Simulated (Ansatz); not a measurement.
# H7NF4: the cost of one run

Computed with Ansatz 0.2.0 (DFT, PBE, plane-wave PAW, default files, scalar-relativistic, as far as a step names no other, unless a step's input says otherwise).

## Step 1: The system as given

Symmetry: R3c, No. 161, trigonal system. The conventional cell has a = 7.601 Å, b = 7.601 Å, c = 11.884 Å, α = 90.00°, β = 90.00°, γ = 120.00°. Around H (site symmetry 3) lie 1 N at 1.02 Å. H (site symmetry 1) is surrounded by 1 N at 1.03 Å. Around H (site symmetry 1) lie 1 F at 0.98 Å. N (site symmetry 3) has 4 H at 1.02 to 1.03 Å as nearest neighbours. F (site symmetry 1) has 1 H at 0.98 Å as nearest neighbours. F (site symmetry 3) is surrounded by 3 H at 1.41 Å.

Coordinates:

```
CELL_PARAMETERS angstrom
3.80034 2.19413 3.96120
-3.80034 2.19413 3.96120
0.00000 -4.38825 3.96120
ATOMIC_POSITIONS crystal
H 0.58381 0.58381 0.58381
H 0.08381 0.08381 0.08381
H 0.48310 0.59137 0.33614
H 0.33614 0.48310 0.59137
H 0.59137 0.33614 0.48310
H 0.98310 0.83614 0.09137
H 0.09137 0.98310 0.83614
H 0.83614 0.09137 0.98310
H 0.75620 0.93526 0.56522
H 0.56522 0.75620 0.93526
H 0.06522 0.43526 0.25620
H 0.43526 0.25620 0.06522
H 0.25620 0.06522 0.43526
H 0.93526 0.56522 0.75620
N 0.49769 0.49769 0.49769
N 0.99769 0.99769 0.99769
F 0.76946 0.06919 0.44134
F 0.44134 0.76946 0.06919
F 0.06919 0.44134 0.76946
F 0.26946 0.94134 0.56919
F 0.56919 0.26946 0.94134
F 0.94134 0.56919 0.26946
F 0.74172 0.74172 0.74172
F 0.24172 0.24172 0.24172
```

## Step 2: Single point at the given positions

Contents of input.yaml:

```yaml
crystal:
  lattice:
    - [3.8003387083, 2.1941265762, 3.9611995283]
    - [-3.8003387083, 2.1941265762, 3.9611995283]
    - [0.0, -4.3882531525, 3.9611995283]
  atoms:
    - { symbol: H, position: [0.58381301, 0.58381301, 0.58381301] }
    - { symbol: H, position: [0.08381301, 0.08381301, 0.08381301] }
    - { symbol: H, position: [0.48309759, 0.59137251, 0.33613714] }
    - { symbol: H, position: [0.33613714, 0.48309759, 0.59137251] }
    - { symbol: H, position: [0.59137251, 0.33613714, 0.48309759] }
    - { symbol: H, position: [0.98309759, 0.83613714, 0.09137251] }
    - { symbol: H, position: [0.09137251, 0.98309759, 0.83613714] }
    - { symbol: H, position: [0.83613714, 0.09137251, 0.98309759] }
    - { symbol: H, position: [0.7562035, 0.9352602, 0.565223] }
    - { symbol: H, position: [0.565223, 0.7562035, 0.9352602] }
    - { symbol: H, position: [0.065223, 0.4352602, 0.2562035] }
    - { symbol: H, position: [0.4352602, 0.2562035, 0.065223] }
    - { symbol: H, position: [0.2562035, 0.065223, 0.4352602] }
    - { symbol: H, position: [0.9352602, 0.565223, 0.7562035] }
    - { symbol: "N", position: [0.49769062, 0.49769062, 0.49769062] }
    - { symbol: "N", position: [0.99769062, 0.99769062, 0.99769062] }
    - { symbol: F, position: [0.76945712, 0.06918589, 0.441342] }
    - { symbol: F, position: [0.441342, 0.76945712, 0.06918589] }
    - { symbol: F, position: [0.06918589, 0.441342, 0.76945712] }
    - { symbol: F, position: [0.26945712, 0.941342, 0.56918589] }
    - { symbol: F, position: [0.56918589, 0.26945712, 0.941342] }
    - { symbol: F, position: [0.941342, 0.56918589, 0.26945712] }
    - { symbol: F, position: [0.74171841, 0.74171841, 0.74171841] }
    - { symbol: F, position: [0.24171841, 0.24171841, 0.24171841] }
kpoints:
  mp_grid: { grid: [4, 4, 4] }
scf:
  occupations: { method: fermi_dirac, width: 0.02 }
hamiltonian:
  xc: pbe
  pseudopotentials: { kind: paw }
output:
  forces: true
  stress: true
  populations: true
  efg:
    quadrupole_moments_barn: { H: 0.00285783, "N": 0.02044 }
    contact_densities: true
  write_density: true
  write_potential: true
  elf: true
  volumetric_format: npy
```

Command:

```console
ansatz run input.yaml --threads 1 --pin off --max-ram 2560MiB --backend cpu --events-out ev --progress --plain --runs-dir out
```

What time and memory should one allow on 1 thread of AMD EPYC 9R45 (Zen 5), shared host?

About 6.4 s, with a peak of 0.49 GiB.
